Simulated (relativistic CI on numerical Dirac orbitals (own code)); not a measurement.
# Gd XLIII (Gd⁴²⁺): levels and lines

The task is the spectrum of Gd⁴²⁺: levels, purity of their labels, lifetimes and lines; runs with one setting changed show what the result hangs on.

Method: Dirac-Coulomb-Breit CI, KLI orbitals optimised for each configuration, model QED (radiative potential, 1s self-energy scaled to tabulated hydrogen-like ionisation energies). Code: relativistic CI on numerical Dirac orbitals (own code) version 4.

### Step 1. What is computed

| Quantity | Value |
| --- | --- |
| ion | Gd⁴²⁺ (Gd XLIII) |
| nuclear charge | 64 |
| electrons | 22 |
| isotope | A = 158 |
| first configuration typed | [Ar] 3d4 |

The outer shells:

first configuration typed
```
[Ar] core
3d [↑ ][↑ ][↑ ][↑ ][  ]
```

### Step 2. Base run

Settings of the run:

```ini
atom Gd  Z=64  charge=42  electrons=22
nucleus A=158  rms_radius_fm=5.1569
hamiltonian dirac-coulomb  breit=on  qed=on  c_scale=1
orbitals kli  potential=per-configuration
slater_scale 1
correlation none
mixing on
configurations
  [Ar] 3d4
  [Ne] 3s2 3p5 3d5
  [Ne] 3s 3p6 3d5
  [Ar] 3d3 4s
  [Ar] 3d3 4p
  [Ar] 3d3 4d
  [Ne] 3s2 3p5 3d4 4s
  [Ar] 3d3 4f
  [Ne] 3s 3p6 3d4 4s
  [Ne] 3p6 3d5 4p
  [Ne] 3p6 3d6
  [Ne] 3p5 3d7
  [Ne] 3p5 3d6 4s
  [Ne] 3p6 3d5 4s
  [Ne] 3p5 3d5 4s2
  [Ar] 3d2 4s2
  [Ar] 3d 4s2 4p
  [Ar] 3d 4s2 4d
end
```

Started as:

```bash
$ python run_levels.py task.json out
```

task.json lists these runs, among others, and the program works through them in turn.

### Step 3. Without the Breit term

The settings differ from step 2 so:

```diff
@@ -2,3 +2,3 @@
 nucleus A=158  rms_radius_fm=5.1569
-hamiltonian dirac-coulomb  breit=on  qed=on  c_scale=1
+hamiltonian dirac-coulomb  breit=off  qed=on  c_scale=1
 orbitals kli  potential=per-configuration
```

### Step 4. One common potential

The settings differ from step 3 so:

```diff
@@ -2,4 +2,4 @@
 nucleus A=158  rms_radius_fm=5.1569
-hamiltonian dirac-coulomb  breit=off  qed=on  c_scale=1
-orbitals kli  potential=per-configuration
+hamiltonian dirac-coulomb  breit=on  qed=on  c_scale=1
+orbitals kli  potential=mean
 slater_scale 1
```

(Steps that only read results are left out.)

**Question.** What will these runs give? Wanted: lowest level; first excitation; lowest level of the other parity; fastest E1 line; ionisation energy.

The runs gave:

| run | time | mean size of shift, levels followed (cm⁻¹) | lowest level | ionisation energy (eV) |
| --- | --- | --- | --- | --- |
| main run | 1.2 s | 0 | 3d4 [3d3/2^4] J=0 | 3311.5 |
| without the Breit term | 0.82 s | 18286 | 3d4 [3d3/2^4] J=0 | 3314.2 |
| one common potential | 0.91 s | 180 | 3d4 [3d3/2^4] J=0 | - |

The tabulated theoretical ionisation energy (NIST) is 3312 eV.

| quantity | value |
| --- | --- |
| lowest level | 3d4 [3d3/2^4] J=0 |
| first excitation | 3d4 [3d3/2^3 3d5/2] J=1, 229182 cm⁻¹ |
| lowest level of the other parity | 3p5 3d5 [3p3/2^3 3d5/2] J=4°, 274.66 eV |
| levels in the model | 2375 |
| fastest E1 line (by rate) to the lowest level among the lowest 200 of 2375 levels | 3.911 nm, from 3p5 3d5 [3p3/2^3 3d5/2] J=1° |
| ionisation energy | 3311.5 eV |
| ionisation energy, tabulated theoretical (NIST) | 3312 eV |

**Reading.** 3d4 [3d3/2^4] J=0 comes out lowest; its LS label holds 57 % and its jj label 97 %; over the low levels the means are 48 and 93 %, so jj coupling describes them better. The ionisation energy agrees with the tabulated theoretical value within its uncertainty of 4 eV. Of the changes tried, the run «without the Breit term» moves the low levels most, by 18286 cm⁻¹ on average. NIST names this ground level 5D0; the leading computed term differs because terms mix. Lifetimes count radiative decay inside the model alone.
